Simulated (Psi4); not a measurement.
**doublet [HfH4O4]+: levels of theory compared**

Wanted: a comparison of 6 runs (UHF/def2-SVP, U-revPBE/def2-SVP, U-wB97X-V/def2-SVP, UBLYP/def2-SVP, UDSD-PBEP86/def2-SVP, UMP2/def2-SVP) of doublet [HfH4O4]+. 

The calculation is run with Psi4 1.11.

10 further runs of the same task are left out: 8 that didn't finish, 2 set aside as unsound or not needed.

## 1. The structure to begin with

The species is [HfH4O4]+ (9 atoms), meant as a doublet with charge +1. As SMILES of the parent species, `O[Hf](O)(O)O`. Geometry: relaxed at PBE0-D4/def2-TZVP. This is one conformer, not always the lowest. That shape belongs to the parent species and isn't relaxed for this state.

Bond lengths: O1–Hf2 1.935 Å, Hf2–O3 1.935 Å, Hf2–O4 1.935 Å, Hf2–O5 1.935 Å, O1–H6 0.951 Å, O3–H7 0.951 Å, O4–H8 0.951 Å, O5–H9 0.951 Å. Angles: O1–Hf2–O3 109.7°, O1–Hf2–O4 109.3°, O1–Hf2–O5 109.3°, O3–Hf2–O4 109.3°, O3–Hf2–O5 109.3°, O4–Hf2–O5 109.7°, Hf2–O1–H6 155.7°, Hf2–O3–H7 155.6°, Hf2–O4–H8 155.7°, Hf2–O5–H9 155.6°.

## 2. Energy and forces at UHF/def2-SVP (core potential) (run 1)

job.py

```python
import psi4

psi4.set_memory(2200000000)
psi4.set_num_threads(1)
psi4.core.set_output_file('psi4.out', False)

geom = psi4.geometry("""
1 2
O     -0.87962972     0.17617917     3.54448370
Hf    -0.00005669    -0.00005669    -0.00007559
O      3.55699369     0.73064371    -0.42690803
O     -0.70545366    -3.36017871    -1.25734817
O     -1.97215598     2.45314797    -1.86056765
H     -1.22832198    -0.48278723     5.17941805
H      4.98358574     1.75485637    -0.80730990
H     -0.40360771    -4.84155392    -2.22857292
H     -3.35135369     3.56976824    -2.14310060
units au
symmetry c1
""")

psi4.set_options({
    'basis': 'def2-SVP',
    'reference': 'uhf',
    'puream': True,
    'e_convergence': 1e-09,
    'd_convergence': 1e-08,
    'scf_type': 'pk',
    'maxiter': 100,
})

energy_value, wavefunction = psi4.gradient("scf", molecule=geom, return_wfn=True)
psi4.oeprop(wavefunction, "QUADRUPOLE", "MULLIKEN_CHARGES", "LOWDIN_CHARGES", title="SCF")
print('gradient / Eh bohr^-1')
print(energy_value.np.round(6))
print(f'energy = {wavefunction.energy():.10f} Eh')
```

Started as:

```console
$ python job.py
```

psi4.out:

```text
[...]
    !!!  WARNING: ECP capability is in beta. Please check occupations closely.  !!!
[...]
  Running in c1 symmetry.
[...]
  Nuclear repulsion =  209.799067305455594
[...]
  Multiplicity = 2
[...]
  Nalpha       = 24
  Nbeta        = 23
[...]
    Number of basis functions: 108
[...]
   @UHF iter   1:  -348.59936168731053   -1.43592e+00   7.24900e-03 DIIS/ADIIS
[...]
   @UHF iter  37:  -348.91471982279711   -1.85878e-11   3.41205e-09 DIIS
[...]
   @S^2 Observed:                7.563743555E-01
[...]
  @UHF Final Energy:  -348.91471982279711
   => Energetics <=
    Nuclear Repulsion Energy =            209.7990673054555941
    One-Electron Energy =                -904.0317843398386231
    Two-Electron Energy =                 345.3179972115859755
    Total Energy =                       -348.9147198227971103
  UHF NO Occupations:
  HONO-2 :   22  A 1.9993714
  HONO-1 :   23  A 1.9982783
[...]
  -Total Gradient:
     Atom            X                  Y                   Z
    ------   -----------------  -----------------  -----------------
       1       -0.000606806355     0.020553566812     0.014266004837
       2       -0.033098022708    -0.169605431161    -0.062663521147
       3        0.015561134286     0.006492796649     0.003970824937
       4        0.021754057119     0.103316916896     0.037522174710
       5        0.000553113539     0.021862683685    -0.005917003852
       6       -0.001799397447    -0.009286898007     0.004206629776
       7        0.004104551952     0.005576216049    -0.002798666479
       8        0.000990546994     0.019884062553     0.011725208956
       9       -0.007459177380     0.001206086523    -0.000311651738
[...]
 Multipole Moments:
 ------------------------------------------------------------------------------------
     Multipole            Electronic (a.u.)      Nuclear  (a.u.)        Total (a.u.)
 ------------------------------------------------------------------------------------
 L = 1.  Multiply by 2.5417464519 to convert [e a0] to [Debye]
 Dipole X            :         -0.4764190            0.0003332           -0.4760858
 Dipole Y            :         -2.2996774            0.0005034           -2.2991740
 Dipole Z            :         -0.9416968            0.0004079           -0.9412889
 Magnitude           :                                                    2.5296015
 L = 2.  Multiply by 1.3450342976 to convert [e a0^2] to [Debye ang]
 Quadrupole XX       :       -206.8631975          180.2435054          -26.6196920
 Quadrupole XY       :          1.9837188           -0.8599117            1.1238072
[...]
  Mulliken Charges: (a.u.)
   Center  Symbol    Alpha    Beta     Spin     Total
       1     O     4.30967  4.30821  0.00146 -0.61788
       2    HF     5.06227  5.10973 -0.04746  1.82800
       3     O     4.31375  4.30568  0.00806 -0.61943
       4     O     4.56565  3.51446  1.05119 -0.08012
       5     O     4.32088  4.28755  0.03333 -0.60843
       6     H     0.37248  0.37248 -0.00000  0.25504
       7     H     0.36925  0.36960 -0.00035  0.26115
       8     H     0.31724  0.36210 -0.04486  0.32066
       9     H     0.36881  0.37019 -0.00138  0.26100
   Total alpha = 24.00000, Total beta = 23.00000, Total charge =  1.00000
[...]
```

On the terminal:

```text
gradient / Eh bohr^-1
[[-0.000607  0.020554  0.014266]
 [-0.033098 -0.169605 -0.062664]
 [ 0.015561  0.006493  0.003971]
 [ 0.021754  0.103317  0.037522]
 [ 0.000553  0.021863 -0.005917]
 [-0.001799 -0.009287  0.004207]
 [ 0.004105  0.005576 -0.002799]
 [ 0.000991  0.019884  0.011725]
 [-0.007459  0.001206 -0.000312]]
energy = -348.9147198228 Eh
```

Wall time 12 s (1 thread of Intel Xeon 6975P-C (Granite Rapids), shared host); peak memory 0.45 GiB.

## 3. The energy at U-revPBE/def2-SVP (core potential) (run 2)

job.py

```python
import psi4

psi4.set_memory('2200 MB')
psi4.set_num_threads(1)
psi4.set_output_file('h4hfo4.out', False)

molecule = psi4.geometry("""
1 2
O     -0.87962972     0.17617917     3.54448370
Hf    -0.00005669    -0.00005669    -0.00007559
O      3.55699369     0.73064371    -0.42690803
O     -0.70545366    -3.36017871    -1.25734817
O     -1.97215598     2.45314797    -1.86056765
H     -1.22832198    -0.48278723     5.17941805
H      4.98358574     1.75485637    -0.80730990
H     -0.40360771    -4.84155392    -2.22857292
H     -3.35135369     3.56976824    -2.14310060
units bohr
symmetry c1
""")

options = {'reference': 'uks', 'puream': True, 'e_convergence': 1e-09, 'd_convergence': 1e-08, 'scf_type': 'pk', 'dft_radial_points': 99, 'dft_spherical_points': 590, 'maxiter': 100}
psi4.set_options(options)

E, wfn = psi4.energy("revpbe/def2-SVP", molecule=molecule, return_wfn=True)
psi4.oeprop(wfn, "LOWDIN_CHARGES", "MULLIKEN_CHARGES", "DIPOLE")
print('E =', round(E, 9))
```

Started as:

```console
$ python job.py
```

h4hfo4.out, shortened:

```text
[...]
    !!!  WARNING: ECP capability is in beta. Please check occupations closely.  !!!
[...]
  Running in c1 symmetry.
[...]
  Nuclear repulsion =  209.799067305455594
[...]
  Multiplicity = 2
[...]
  Nalpha       = 24
  Nbeta        = 23
[...]
    Number of basis functions: 108
[...]
   @UKS iter   1:  -350.29201233936311   -1.98258e-01   1.19034e-02 ADIIS/DIIS
[...]
   @UKS iter  37:  -350.94496617803935   -2.67164e-12   2.89819e-09 DIIS
[...]
   @S^2 Observed:                7.544381476E-01
[...]
  @UKS Final Energy:  -350.94496617803935
   => Energetics <=
    Nuclear Repulsion Energy =            209.7990673054555941
    One-Electron Energy =                -904.7822745277145486
    Two-Electron Energy =                 385.5605442728826802
    DFT Exchange-Correlation Energy =     -41.5223032286631408
    Empirical Dispersion Energy =           0.0000000000000000
    VV10 Nonlocal Energy =                  0.0000000000000000
    Total Energy =                       -350.9449661780393512
[...]
 Multipole Moments:
 ------------------------------------------------------------------------------------
     Multipole            Electronic (a.u.)      Nuclear  (a.u.)        Total (a.u.)
 ------------------------------------------------------------------------------------
 L = 1.  Multiply by 2.5417464519 to convert [e a0] to [Debye]
 Dipole X            :          0.0140887            0.0003332            0.0144219
 Dipole Y            :          0.0043803            0.0005034            0.0048837
 Dipole Z            :          0.0164939            0.0004079            0.0169018
 Magnitude           :                                                    0.0227489
[...]
  Mulliken Charges: (a.u.)
   Center  Symbol    Alpha    Beta     Spin     Total
       1     O     4.27757  3.99808  0.27949 -0.27565
       2    HF     5.36508  5.45486 -0.08978  1.18005
       3     O     4.27756  3.99810  0.27946 -0.27566
       4     O     4.27722  3.99986  0.27736 -0.27708
       5     O     4.27720  3.99990  0.27730 -0.27710
       6     H     0.38139  0.38738 -0.00600  0.23123
       7     H     0.38138  0.38738 -0.00599  0.23124
       8     H     0.38130  0.38722 -0.00592  0.23149
       9     H     0.38129  0.38722 -0.00592  0.23149
   Total alpha = 24.00000, Total beta = 23.00000, Total charge =  1.00000
[...]
```

Standard output:

```text
E = -350.944966178
```

It took 57 s on 1 thread of Intel Xeon 6975P-C (Granite Rapids), shared host; peak memory 1 GiB.

Run 3 isn't shown in full; the table further down has it.

## 4. Energy and gradient at UBLYP/def2-SVP (core potential) (run 4)

run.py

```python
import psi4

psi4.set_memory(2200000000)
psi4.set_num_threads(1)
psi4.core.set_output_file('h4hfo4.out', False)

geom = psi4.geometry("""
1 2
O
Hf 1 1.934836
O 2 1.934844 1 109.72882
O 2 1.934846 1 109.34389 3 119.92069
O 2 1.934852 1 109.34144 4 120.15769
H 1 0.950876 2 155.65261 3 -99.00518
H 3 0.950883 2 155.64124 1 -99.07291
H 4 0.95088 2 155.65326 1 -141.01142
H 5 0.950879 2 155.63379 1 -20.81999
symmetry c1
no_reorient
no_com
""")

options = {'reference': 'uks', 'puream': True, 'e_convergence': 1e-09, 'd_convergence': 1e-08, 'scf_type': 'pk', 'dft_radial_points': 99, 'dft_spherical_points': 590, 'maxiter': 100}
psi4.set_options(options)

result, w = psi4.gradient("blyp/def2-SVP", return_wfn=True)
psi4.oeprop(w, "MAYER_INDICES", "DIPOLE", "WIBERG_LOWDIN_INDICES", title="BLYP")
print('gradient / Eh bohr^-1')
print(result.np.round(6))
print(f'energy = {w.energy():.10f} Eh')
```

Started as:

```console
$ python run.py
```

h4hfo4.out, shortened:

```text
[...]
  Running in c1 symmetry.
[...]
  Nuclear repulsion =  209.799067473132112
[...]
  Multiplicity = 2
[...]
  Nalpha       = 24
  Nbeta        = 23
[...]
    Number of basis functions: 108
[...]
   @UKS iter   1:  -350.20512795942295   -1.05471e-01   1.26790e-02 ADIIS/DIIS
[...]
   @UKS iter  35:  -350.93162876102400   -2.04636e-12   3.64293e-09 DIIS
[...]
   @S^2 Observed:                7.543746361E-01
[...]
  @UKS Final Energy:  -350.93162876102400
   => Energetics <=
    Nuclear Repulsion Energy =            209.7990674731321121
    One-Electron Energy =                -904.8777596229067512
    Two-Electron Energy =                 385.6714144735492482
    DFT Exchange-Correlation Energy =     -41.5243510847986386
    Empirical Dispersion Energy =           0.0000000000000000
    VV10 Nonlocal Energy =                  0.0000000000000000
    Total Energy =                       -350.9316287610240011
[...]
  -Total Gradient:
     Atom            X                  Y                   Z
    ------   -----------------  -----------------  -----------------
       1        0.005559798985     0.000514223798    -0.007293977591
       2       -0.000002859165     0.003732679142     0.002625415633
       3       -0.005554710411    -0.006687237781     0.002950438075
       4        0.006704816276    -0.004625202368     0.007743429669
       5       -0.006709297728     0.005729639858    -0.006974487119
       6       -0.008573971312    -0.000832585956     0.027189079778
       7        0.008572065098     0.025303089856    -0.009967817994
       8       -0.023001196179    -0.006418431912    -0.015455241945
       9        0.023004994161    -0.016714960699    -0.000816000421
[...]
 Multipole Moments:
 ------------------------------------------------------------------------------------
     Multipole            Electronic (a.u.)      Nuclear  (a.u.)        Total (a.u.)
 ------------------------------------------------------------------------------------
 L = 1.  Multiply by 2.5417464519 to convert [e a0] to [Debye]
 Dipole X            :          0.0003871           -0.0003780            0.0000091
 Dipole Y            :         -0.0184004           -0.0005161           -0.0189165
 Dipole Z            :         -0.0130666           -0.0003335           -0.0134001
 Magnitude           :                                                    0.0231819
[...]
```

On the terminal:

```text
gradient / Eh bohr^-1
[[ 5.5600e-03  5.1400e-04 -7.2940e-03]
 [-3.0000e-06  3.7330e-03  2.6250e-03]
 [-5.5550e-03 -6.6870e-03  2.9500e-03]
 [ 6.7050e-03 -4.6250e-03  7.7430e-03]
 [-6.7090e-03  5.7300e-03 -6.9740e-03]
 [-8.5740e-03 -8.3300e-04  2.7189e-02]
 [ 8.5720e-03  2.5303e-02 -9.9680e-03]
 [-2.3001e-02 -6.4180e-03 -1.5455e-02]
 [ 2.3005e-02 -1.6715e-02 -8.1600e-04]]
energy = -350.9316287610 Eh
```

Run time: 57 s. Hardware: 1 thread of Intel Xeon 6975P-C (Granite Rapids), shared host; peak memory 1 GiB.

Run 5 isn't shown in full; the table further down has it.

## 5. The energy at UMP2/def2-SVP (core potential) (run 6)

run.py

```python
import psi4

psi4.set_memory('2200 MB')
psi4.set_num_threads(1)
psi4.core.set_output_file('run.log', False)

mol = psi4.geometry("""
1 2
O     -0.87962972     0.17617917     3.54448370
Hf    -0.00005669    -0.00005669    -0.00007559
O      3.55699369     0.73064371    -0.42690803
O     -0.70545366    -3.36017871    -1.25734817
O     -1.97215598     2.45314797    -1.86056765
H     -1.22832198    -0.48278723     5.17941805
H      4.98358574     1.75485637    -0.80730990
H     -0.40360771    -4.84155392    -2.22857292
H     -3.35135369     3.56976824    -2.14310060
units au
symmetry c1
no_reorient
no_com
""")

psi4.set_options({
    'basis': 'def2-SVP',
    'reference': 'uhf',
    'puream': True,
    'e_convergence': 1e-09,
    'd_convergence': 1e-08,
    'scf_type': 'pk',
    'num_frozen_docc': 4,
    'mp2_type': 'conv',
    'maxiter': 100,
})

e, wfn = psi4.energy("mp2", return_wfn=True)
print(f'mp2 energy: {e:.10f} Eh')
for k, v in sorted(psi4.core.scalar_variables().items()):
    print(f'{k:45s} {v:18.10f}')
```

Started as:

```console
$ python run.py
```

run.log:

```text
[...]
    !!!  WARNING: ECP capability is in beta. Please check occupations closely.  !!!
[...]
  Running in c1 symmetry.
[...]
  Nuclear repulsion =  209.799067305455594
[...]
  Multiplicity = 2
[...]
  Nalpha       = 24
  Nbeta        = 23
[...]
    Number of basis functions: 108
[...]
   @UHF iter   1:  -348.59969701778249   -1.45058e+00   7.24191e-03 DIIS/ADIIS
[...]
   @UHF iter  36:  -348.91471219535435   -4.95106e-11   9.80811e-09 DIIS
[...]
   @S^2 Observed:                7.563741419E-01
[...]
    Orbital Energies [Eh]
    ---------------------
    Alpha Occupied:
       1A    -20.992685     2A    -20.710853     3A    -20.703645
       4A    -20.701625     5A     -3.136454     6A     -1.871401
       7A     -1.825308     8A     -1.823757     9A     -1.705829
      10A     -1.439103    11A     -1.421835    12A     -1.417027
      13A     -1.092787    14A     -1.036632    15A     -0.945858
      16A     -0.855314    17A     -0.841953    18A     -0.836857
      19A     -0.693048    20A     -0.686931    21A     -0.670654
      22A     -0.661879    23A     -0.656077    24A     -0.645248
    Alpha Virtual:
      25A     -0.108561    26A     -0.057013    27A     -0.051790
[...]
  @UHF Final Energy:  -348.91471219535435
   => Energetics <=
    Nuclear Repulsion Energy =            209.7990673054555941
    One-Electron Energy =                -904.0317407077812959
    Two-Electron Energy =                 345.3179612069712903
    Total Energy =                       -348.9147121953543547
  UHF NO Occupations:
  HONO-2 :   22  A 1.9993716
  HONO-1 :   23  A 1.9982783
[...]
 Multipole Moments:
 ------------------------------------------------------------------------------------
     Multipole            Electronic (a.u.)      Nuclear  (a.u.)        Total (a.u.)
 ------------------------------------------------------------------------------------
 L = 1.  Multiply by 2.5417464519 to convert [e a0] to [Debye]
 Dipole X            :         -0.5460813           -0.0023433           -0.5484246
 Dipole Y            :          0.0784121           -0.0020597            0.0763524
 Dipole Z            :          2.4720335           -0.0031937            2.4688398
 Magnitude           :                                                    2.5301718
[...]
	SCS-MP2 Total Energy (a.u.)        :  -349.80987605541151
	SOS-MP2 Total Energy (a.u.)        :  -349.72339053078031
	SCSN-MP2 Total Energy (a.u.)       :  -349.37135576540709
[...]
	SOS-PI-MP2 Total Energy (a.u.)     :  -349.85817025335132
[...]
	MP2 Total Energy (a.u.)            :  -349.84806738210295
[...]
```

The script printed:

```text
mp2 energy: -349.8480673821 Eh
CURRENT CORRELATION ENERGY                         -0.9333551867
CURRENT ENERGY                                   -349.8480673821
CURRENT REFERENCE ENERGY                         -348.9147121954
DD SOLVATION ENERGY                                 0.0000000000
HF KINETIC ENERGY                                 317.1505558662
HF POTENTIAL ENERGY                              -666.0652680616
HF TOTAL ENERGY                                  -348.9147121954
HF VIRIAL RATIO                                     2.1001548184
MP2 CORRELATION ENERGY                             -0.9333551867
MP2 DOUBLES ENERGY                                 -0.9333551867
MP2 OPPOSITE-SPIN CORRELATION ENERGY               -0.6738986129
MP2 SAME-SPIN CORRELATION ENERGY                   -0.2594565739
MP2 SINGLES ENERGY                                  0.0000000000
MP2 TOTAL ENERGY                                 -349.8480673821
NUCLEAR REPULSION ENERGY                          209.7990673055
ONE-ELECTRON ENERGY                              -904.0317407078
PCM POLARIZATION ENERGY                             0.0000000000
PE ENERGY                                           0.0000000000
SCF ITERATION ENERGY                             -348.9147121954
SCF ITERATIONS                                     36.0000000000
SCF TOTAL ENERGY                                 -348.9147121954
SCS(N)-MP2 CORRELATION ENERGY                      -0.4566435701
SCS(N)-MP2 TOTAL ENERGY                          -349.3713557654
SCS-MP2 CORRELATION ENERGY                         -0.8951638601
SCS-MP2 TOTAL ENERGY                             -349.8098760554
SCS-MP2-VDW CORRELATION ENERGY                     -0.9923185114
SCS-MP2-VDW TOTAL ENERGY                         -349.9070307068
SOS-MP2 CORRELATION ENERGY                         -0.8086783354
SOS-MP2 TOTAL ENERGY                             -349.7233905308
SOS-PI-MP2 CORRELATION ENERGY                      -0.9434580580
SOS-PI-MP2 TOTAL ENERGY                          -349.8581702534
TWO-ELECTRON ENERGY                               345.3179612070
```

It took 12 s on 1 thread of Intel Xeon 6975P-C (Granite Rapids), shared host; peak memory 0.78 GiB.

## 6. All runs side by side

| run | level | task | integration grid | energy (Eh) | HOMO energy (eV) | LUMO energy (eV) | ⟨S²⟩ | wall time |
| --- | --- | --- | --- | --- | --- | --- | --- | --- |
| 1 | UHF/def2-SVP (core potential) | gradient | – | -348.914720 | -17.54 | -7.69 | 0.756 | 12 s |
| 2 | U-revPBE/def2-SVP (core potential) | energy | 99 radial × 590 angular | -350.944966 | -12.57 | -12.53 | 0.754 | 57 s |
| 3 | U-wB97X-V/def2-SVP (core potential) | energy | 99 radial × 590 angular | -350.814248 | -16.13 | -11.08 | 0.773 | 7.7 min |
| 4 | UBLYP/def2-SVP (core potential) | gradient | 99 radial × 590 angular | -350.931629 | -12.49 | -12.44 | 0.754 | 57 s |
| 5 | UDSD-PBEP86/def2-SVP (core potential, density fitting for correlation) | energy | 99 radial × 590 angular | -350.202155 | -16.04 | -10.08 | 0.759 | 49 s |
| 6 | UMP2/def2-SVP (core potential) | energy | – | -349.848067 | -17.54 | -7.69 | 0.756 | 12 s |

## 7. Outcome

| quantity | value |
| --- | --- |
| run 6: total energy | -349.84807 Eh |
| run 6: HOMO energy (Hartree–Fock orbitals) (highest over α and β) | -17.54 eV |
| run 6: LUMO energy (Hartree–Fock orbitals) (lowest over α and β) | -7.69 eV |
| run 6: correlation energy (4 core orbitals frozen) | -933.4 mEh |
| run 6: ⟨S²⟩ of the reference determinant | 0.756 |

In words: Totals of different functionals can't be ranked against each other. All runs together took 11 min, the longest 7.7 min.
